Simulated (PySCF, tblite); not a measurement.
# C2H8OS3Si2: geometry, infrared bands and NMR shifts

Aim: predict the infrared bands and NMR shifts of C2H8OS3Si2 (`[SiH3]O[Si]1(S)SCCS1`).

Computed with tblite 0.8.0 and PySCF 2.14.0, with density-fitted response routines of our own, on a single molecule in the gas phase. Atoms count from 0, in the outputs and in this text.

### Step 1. Starting geometry

16 atoms, charge 0, multiplicity 1; geometry from: force field or distance geometry start.

Bonds of the start (Å): Si0–O1 1.71, O1–Si2 1.67, Si2–S3 2.14, Si2–S4 2.16, S4–C5 1.80, C5–C6 1.48, C6–S7 1.83, S7–Si2 2.16, Si0–H8 1.47, Si0–H9 1.46, Si0–H10 1.47, S3–H11 1.39, C5–H12 1.12, C5–H13 1.12, C6–H14 1.12, C6–H15 1.12.

### Step 2. Geometry optimisation with GFN2-xTB

What the job is given:

```
{"job": {"kind": "relax", "xc": "GFN2-xTB", "basis": "xTB"}, "charge": 0, "multiplicity": 1}
Si     2.833100    -0.126200    -0.624400
O      2.132400     0.046300     0.922800
Si     0.506200     0.424500     0.944800
S      0.021100     2.261600     1.920200
S     -0.395100     0.522000    -1.010300
C     -1.727700    -0.673500    -0.879400
C     -2.179600    -0.799300     0.523600
S     -0.748300    -1.207400     1.591600
H      2.765300     1.117500    -1.398300
H      2.202400    -1.178600    -1.420300
H      4.259400    -0.394100    -0.390300
H      0.030100     3.368700     1.083600
H     -2.581600    -0.237900    -1.451200
H     -1.508700    -1.649600    -1.376400
H     -2.646700     0.129100     0.953200
H     -2.970000    -1.594100     0.599500
```

The run is started by

```
OMP_NUM_THREADS=1 python probes_run.py task.json out
```

This one command runs all jobs of the session in turn.

**Question.** This job is followed by: GFN2-xTB harmonic vibrations, gas phase; GIAO PBE0/pcSseg-1 NMR shielding, non-relativistic, gas phase. Predict these results of the whole session: strongest single infrared mode (GFN2-xTB); zero-point energy (GFN2-xTB); ¹³C shifts against TMS (PBE0/pcSseg-1, means over atoms taken as alike); ¹H shifts against TMS (PBE0/pcSseg-1, means over atoms taken as alike); ²⁹Si shifts against TMS (PBE0/pcSseg-1); ¹⁷O shifts against H2O (PBE0/pcSseg-1); ³³S shifts against CS2 (PBE0/pcSseg-1, means over atoms taken as alike); surface potential, 1st and 99th percentile.

As calculated:

```
                                                               quantity                       value
                              strongest single infrared mode (GFN2-xTB)       1089 cm⁻¹, 631 km/mol
                                           zero-point energy (GFN2-xTB)               60.6 kcal/mol
¹³C shifts against TMS (PBE0/pcSseg-1, means over atoms taken as alike)                    41.9 ppm
 ¹H shifts against TMS (PBE0/pcSseg-1, means over atoms taken as alike)  5.13, 2.96, 2.84, 0.95 ppm
                                ²⁹Si shifts against TMS (PBE0/pcSseg-1)             34.0, -36.9 ppm
                                 ¹⁷O shifts against H2O (PBE0/pcSseg-1)                    70.7 ppm
³³S shifts against CS2 (PBE0/pcSseg-1, means over atoms taken as alike)               -54, -165 ppm
                                  surface potential, 1st and 99th percentile          -0.85 V and 1.46 V
```

In words: Over 158 steps the energy fell by 0.977 eV; of the close pairs, O1–Si2 changed most, 1.670 to 1.598 Å. The lowest mode is slightly imaginary (17i cm⁻¹), a soft motion within the noise of the Hessian, so the minimum is not strictly shown. GFN2-xTB is a fitted tight-binding method: band positions and strengths are rough. Its intensities can rank the bands wrongly. At PBE0/pcSseg-1: The widest tensor belongs to S3: span 256 ppm, with a paramagnetic part of -388 ppm.
